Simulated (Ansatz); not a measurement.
# CF₈S: energies up the ladder

Aim: energies up the ladder, for CF₈S, with the cost of each level.

Program: Ansatz 0.2.0. Level of theory: the levels named in each step. These are calculated values, not measurements.

### Step 1. Starting point

Bond lengths: F1–C2 1.314 Å, C2–F3 1.314 Å, C2–F4 1.314 Å, C2–S5 1.970 Å, S5–F6 1.634 Å, S5–F7 1.636 Å, S5–F8 1.599 Å, S5–F9 1.635 Å, S5–F10 1.634 Å. Angles (14 of 21 angles, heavy atoms first): F1–C2–F3 110.0°, F1–C2–F4 109.9°, F1–C2–S5 108.0°, F3–C2–F4 110.1°, F3–C2–S5 110.2°, F4–C2–S5 108.6°, C2–S5–F6 92.3°, C2–S5–F7 88.9°, C2–S5–F8 178.2°, C2–S5–F9 90.4°, C2–S5–F10 91.1°, F6–S5–F7 178.8°, F6–S5–F8 89.4°, F6–S5–F9 89.7°.

Structure file:

```xyz
10

F     1.7966    0.6951    0.8951
C     1.3046    0.0687   -0.1500
F     1.6064    0.7217   -1.2490
F     1.7833   -1.1538   -0.2050
S    -0.6506   -0.0317    0.0653
F    -0.9137    0.6982   -1.3727
F    -0.4219   -0.7683    1.5083
F    -2.2309   -0.1253    0.2872
F    -0.6567    1.4291    0.7992
F    -0.6899   -1.4866   -0.6783
```

### Step 2. A rough first relaxation, PBE-D4/def2-SVP

File input.yaml:

```yaml
crystal:
  periodic: [false, false, false]
  atoms:
    - { symbol: F, position_ang: [1.79659, 0.69513, 0.89507] }
    - { symbol: C, position_ang: [1.30461, 0.06868, -0.14997] }
    - { symbol: F, position_ang: [1.60645, 0.72169, -1.24899] }
    - { symbol: F, position_ang: [1.78332, -1.15375, -0.20501] }
    - { symbol: S, position_ang: [-0.6506, -0.03169, 0.06525] }
    - { symbol: F, position_ang: [-0.91373, 0.69815, -1.3727] }
    - { symbol: F, position_ang: [-0.42186, -0.76832, 1.5083] }
    - { symbol: F, position_ang: [-2.23091, -0.12531, 0.28719] }
    - { symbol: F, position_ang: [-0.65668, 1.42909, 0.79915] }
    - { symbol: F, position_ang: [-0.68987, -1.48662, -0.67833] }
basis:
  gaussian: { orbitals: def2-SVP }
hamiltonian:
  xc: pbe
  dispersion: d4
relax:
  f_tol: 0.03
  max_steps: 200
```

Launch:

```sh
ansatz run input.yaml --threads 8 --pin off --max-ram 22528MiB --backend cpu --events-out ev --progress --plain --runs-dir out
```

The runs that follow: Relaxation, PBE0-D4/def2-TZVP; Relaxation, PBE0-D4/def2-SVP; Frequencies, PBE0-D4/def2-SVP; Single point, PBE-D4/def2-TZVPP; Single point, r2SCAN-D4/def2-TZVPP; Single point, B3LYP-D4/def2-TZVPP; Single point, wB97M-V/def2-TZVPP; Single point, B2PLYP/def2-TZVPP; Single point, PBE0-D4/def2-TZVPP; Single point, LDA/def2-TZVPP; Single point, PBE0-D4/def2-SVP; Single point, PBE-D4/def2-SVP.

Before running it: what results should come out? Wanted: F1–C2 at PBE0-D4/def2-SVP; C2–F3 at PBE0-D4/def2-SVP; C2–F4 at PBE0-D4/def2-SVP; frequencies at PBE0-D4/def2-SVP; energy at PBE-D4/def2-SVP.

**Answer**, as computed:

| quantity | value |
| --- | --- |
| F1–C2 at PBE0-D4/def2-SVP | 1.312 Å |
| C2–F3 at PBE0-D4/def2-SVP | 1.311 Å |
| C2–F4 at PBE0-D4/def2-SVP | 1.312 Å |
| frequencies at PBE0-D4/def2-SVP | 13 to 1341 cm⁻¹ |
| energy at PBE-D4/def2-SVP | -33557.301 eV |

What this shows: The F–C distance spreads over 0.005 Å, from PBE0-D4/def2-SVP (shortest) to PBE0-D4/def2-TZVP. No mode is imaginary, so the geometry is a minimum. These totals serve in differences with atoms or fragments at the same level; alone they don't rank the methods.
